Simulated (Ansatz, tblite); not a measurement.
**The cluster H₂PbO₂: rung by rung**

How do method and basis change the picture of the cluster H₂PbO₂ (singlet)?

Program: Ansatz 0.2.0, Gaussian basis. Level of theory: as each input shows. These are calculated values, not measurements.

Levels to be run: GFN1-xTB, GFN2-xTB, PBE-D4/def2-TZVP, r2SCAN-D4/def2-TZVP, r2SCANh-D4/def2-TZVP, BHLYP-D4/def2-TZVP, LDA/def2-TZVP, B97M-V/def2-TZVP, CAM-B3LYP-D4/def2-TZVP, B2PLYP/def2-TZVP, revPBE-D4/def2-TZVP, PBE+5HF/def2-TZVP, PBE+10HF/def2-TZVP, PBE+15HF/def2-TZVP, PBE+35HF/def2-TZVP, PBE+50HF/def2-TZVP, PBE-D4/def2-SVP, PBE0-D4/def2-SVP, PBE0-D4/def2-TZVPD, PBE-D4/def2-TZVPD, r2SCAN-D4/def2-TZVPD, CCSD(T)/def2-TZVPP, MP2/def2-TZVP, RPA/def2-TZVP.

## (1) The geometry

The singlet was relaxed beforehand with PBE0-D4/def2-TZVP. At that level it is the lowest of the isomers that a small search found.

5 atoms, charge 0, spin multiplicity 1.

Bond lengths: Pb1–O2 2.069 Å, Pb1–O3 2.093 Å, O2–H5 0.964 Å, O3–H4 0.961 Å. Angles: O2–Pb1–O3 90.4°, Pb1–O2–H5 109.6°, Pb1–O3–H4 115.9°.

Pb takes a core potential in the def2 sets. No spin-orbit coupling is included.

PBE0-D4/def2-TZVP was run before; its log isn't repeated, and its numbers join the tables.

## (2) GFN1-xTB

Tight binding, by tblite at 300 K electronic temperature and without a spin-polarisation term:

```python
tblite.interface.Calculator('GFN1-xTB', numbers, positions, charge=0, uhf=0).singlepoint()
```

Energy -329.8702 eV, HOMO -11.44 eV, LUMO -7.14 eV; 0.002 s.

## (3) GFN2-xTB

Tight binding, by tblite at 300 K electronic temperature and without a spin-polarisation term:

```python
tblite.interface.Calculator('GFN2-xTB', numbers, positions, charge=0, uhf=0).singlepoint()
```

Energy -311.4021 eV, HOMO -10.75 eV, LUMO -6.90 eV; 0.002 s.

## (4) PBE-D4/def2-TZVP

start.molden holds the orbitals of an earlier run on this state, given as this run's starting guess.

Contents of in.yaml:

```yaml
crystal:
  periodic: [false, false, false]
  atoms:
    - {symbol: Pb, position_ang: [0.057615, -0.417330, 1.243001]}
    - {symbol: O, position_ang: [0.427604, -1.650891, -0.376397]}
    - {symbol: O, position_ang: [-0.296904, 1.192031, -0.046941]}
    - {symbol: H, position_ang: [-0.521191, 2.025651, 0.374254]}
    - {symbol: H, position_ang: [0.332886, -1.149462, -1.193917]}
basis:
  gaussian: {orbitals: def2-TZVP, initial_orbitals: start.molden}
hamiltonian: {xc: pbe, dispersion: d4}
scf: {omitted_lower_state_checks: [starts]}
output: {forces: true, orbitals: {seedname: orbitals}}
```

On the command line:

```console
ansatz run in.yaml --threads 4 --pin off --events-out ev --progress --plain --max-ram 3916MiB
```

After this run come: r2SCAN-D4/def2-TZVP; r2SCANh-D4/def2-TZVP; BHLYP-D4/def2-TZVP; LDA/def2-TZVP; B97M-V/def2-TZVP; CAM-B3LYP-D4/def2-TZVP; B2PLYP/def2-TZVP; revPBE-D4/def2-TZVP; PBE+5HF/def2-TZVP; PBE+10HF/def2-TZVP; PBE+15HF/def2-TZVP; PBE+35HF/def2-TZVP; PBE+50HF/def2-TZVP; PBE-D4/def2-SVP; PBE0-D4/def2-SVP; PBE0-D4/def2-TZVPD; PBE-D4/def2-TZVPD; r2SCAN-D4/def2-TZVPD; CCSD(T)/def2-TZVPP; MP2/def2-TZVP; RPA/def2-TZVP.

**Question.** What will the summary of the whole plan be? Wanted: gap in def2-TZVP, named functionals, smallest and largest; gap over the share of exact exchange; correlation energy, CCSD(T)/def2-TZVPP; correlation energy, MP2/def2-TZVP; binding an atom, CCSD(T)/def2-TZVPP; PBE0 total energy, smallest basis above largest.

As calculated:

| quantity | value |
| --- | --- |
| gap in def2-TZVP, named functionals, smallest and largest | 3.72 eV (LDA), 7.78 eV (CAM-B3LYP-D4) |
| gap over the share of exact exchange | 3.72 eV at 0, 7.54 eV at 0.5 |
| correlation energy, CCSD(T)/def2-TZVPP | -24.35 eV |
| correlation energy, MP2/def2-TZVP | -24.18 eV |
| binding an atom, CCSD(T)/def2-TZVPP | 3.243 eV |
| PBE0 total energy, smallest basis above largest | 5.83 eV (def2-SVP, def2-TZVPD) |

Orbital gaps of the named functionals in def2-TZVP span 3.72 eV (LDA) to 7.78 eV (CAM-B3LYP-D4); exact exchange widens it. Raising the share of exact exchange from 0 to 0.5 moves the HOMO by -2.54 eV and the LUMO by +1.28 eV. The functionals in def2-TZVP miss CCSD(T)/def2-TZVPP by -0.165 (BHLYP-D4) to +0.767 eV (LDA) an atom. CCSD(T)/def2-TZVPP isn't at the basis-set limit; small misses against it rank nothing.
